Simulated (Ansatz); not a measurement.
**SiBr radical: small, medium and large basis sets**

One table from this session's results is given with a row withheld; the runs are named, their logs left out.

Computed with Ansatz 0.2.0, Gaussian basis. Level: one geometry, several basis sets.

The runs, in order: PBE0-D4/def2-SVP; ωB97M-V/def2-SVP; PBE0-D4/def2-QZVPP; ωB97M-V/def2-QZVPP; the functionals' def2-TZVPP values are taken from earlier runs.

## Structure used throughout

The geometry comes from an earlier relaxation with PBE0-D4 in a triple-zeta def2 set; it is a stationary point.

SMILES `[Si]Br`, 2 atoms, charge 0, spin multiplicity 2.

Atoms are counted from 1 here; the program's logs count them from 0.

Bond lengths: Si1–Br2 2.231 Å.

Set-up of the first run:

The input, in.yaml:

```yaml
crystal:
  periodic: [false, false, false]
  atoms:
    - {symbol: Si, position_ang: [-0.000000, -0.000000, 0.055634]}
    - {symbol: Br, position_ang: [0.000000, 0.000000, 2.286986]}
basis:
  gaussian: {orbitals: def2-SVP}
magnetization: {spin_polarized: true, initial_magnetization: 1}
hamiltonian: {xc: pbe0, dispersion: d4}
output: {orbitals: {seedname: orbitals}}
```

Run with:

```bash
> ansatz run in.yaml --threads 4 --pin off --events-out ev --progress --plain --max-ram 10444MiB
```

Steps of the session up to this table: PBE0-D4 in def2-SVP; ωB97M-V in def2-SVP; PBE0-D4 in def2-QZVPP; ωB97M-V in def2-QZVPP.

One of the session's tables, all rows but one given; the rest of the session is left out.

It belongs to the step «Functionals by basis». 

```
functional       basis  HOMO (eV)  LUMO (eV)
   PBE0-D4    def2-SVP      -5.20      -3.12
   PBE0-D4  def2-TZVPP      -5.26      -3.14
   PBE0-D4  def2-QZVPP      -5.27      -3.16
   ωB97M-V    def2-SVP      -6.82      -1.01
   ωB97M-V  def2-TZVPP      -6.88      -1.12
   ωB97M-V  def2-QZVPP          ?          ?
```

**Question.** Estimate the row for ωB97M-V, def2-QZVPP.

**Answer.** HOMO (eV): -6.92; LUMO (eV): -1.18. In the column «HOMO (eV)» it is the lowest.
